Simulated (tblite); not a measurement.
# C2H7B3F3N: the cost of one run

Programs: tblite 0.8.0 and PySCF 2.14.0, with density-fitted response routines of our own. Each step states its level of theory. These are calculated values for one molecule in the gas phase, unless marked as measured. Atoms are numbered from 0 throughout.

### 1 The molecule as given

16 atoms, charge 0, multiplicity 1; geometry from: force field or distance geometry start.

Bonds of the start (Å): B0–N1 1.50, N1–B2 1.50, N1–B3 1.51, B3–C4 1.57, C4–C5 1.50, C5–F6 1.38, C5–F7 1.38, C5–F8 1.38, B0–H9 1.18, B0–H10 1.18, B2–H11 1.21, B2–H12 1.16, B3–H13 1.20, C4–H14 1.10, C4–H15 1.12.

### 2 Optimising the geometry with GFN2-xTB

The job: settings as JSON, then the geometry in Å.

```
{"job": {"kind": "relax", "xc": "GFN2-xTB", "basis": "xTB"}, "charge": 0, "multiplicity": 1}
B     -2.106900     1.463700     0.063900
N     -1.389200     0.306800     0.684100
B     -1.967100    -1.027800     0.310700
B      0.112600     0.396700     0.534400
C      0.974700    -0.558500    -0.371200
C      2.443400    -0.233200    -0.351700
F      2.961400    -0.347400     0.922500
F      3.111100    -1.148000    -1.132100
F      2.722600     1.053000    -0.763100
H     -1.898800     2.542700     0.501600
H     -2.549400     1.366500    -1.024100
H     -3.146200    -1.190700     0.535800
H     -1.397500    -1.894200    -0.206600
H      0.584000     1.485000     0.693400
H      0.630400    -0.608200    -1.411400
H      0.907200    -1.597500     0.044000
```

Started as:

```bash
$ OMP_NUM_THREADS=1 python probes_run.py task.json out
```

One launch serves the whole session: the jobs run in the order shown.

Q: Estimate the wall time and peak memory of this first job on 1 thread of Intel Xeon at 2.50GHz, shared host.

About 2.6 s, with a peak of 0.18 GiB.
